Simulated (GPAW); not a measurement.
The system is NiMoIrPdW.

```
CELL_PARAMETERS angstrom
2.34460 -1.43138 0.00906
2.34460 1.43138 0.00906
-2.20600 0.00000 10.92374
ATOMIC_POSITIONS crystal
Ni 0.49838 0.49838 0.29525
Mo 0.31773 0.31773 0.91207
Pd 0.24733 0.24733 0.49061
Ir 0.74982 0.74982 0.10802
W 0.68673 0.68673 0.69406
```

The cell was built by a generator and needn't be a form met in nature.

Base run:

| Property | Result |
| --- | --- |
| Program | GPAW 26.7.0 |
| Functional | TPSS |
| Potentials or basis | GPAW PAW data sets (gpaw-data 1.2.1) |
| Cutoff | 600 eV |
| Basis | pw |
| k mesh | 8 × 8 × 2 |
| Occupations | fermi-dirac, width 0.05 eV |
| Spin | collinear spin, ferromagnetic start |
| Starting moments | [1.0, 1.0, 0.0, 0.6, 0.0] μB |

Its results: pressure -5.9 GPa; net moment 0.00 μB per cell; largest force 0.114 eV/Å.

Problem. The run is repeated on the same cell with these changes: functional from TPSS to AM05; potentials or basis from GPAW PAW data sets (gpaw-data 1.2.1) to PAW data sets generated in the run's folder for this functional. What comes out?

Solution. Pressure -10.7 GPa; net moment 0.00 μB per cell; largest force 0.182 eV/Å.

Caveats: the stock nickel data set gives pressures a few GPa off other programs; the PAW data sets were made with another functional, which shifts forces and pressure a little (some runs).

Not every run made on this cell is shown here.
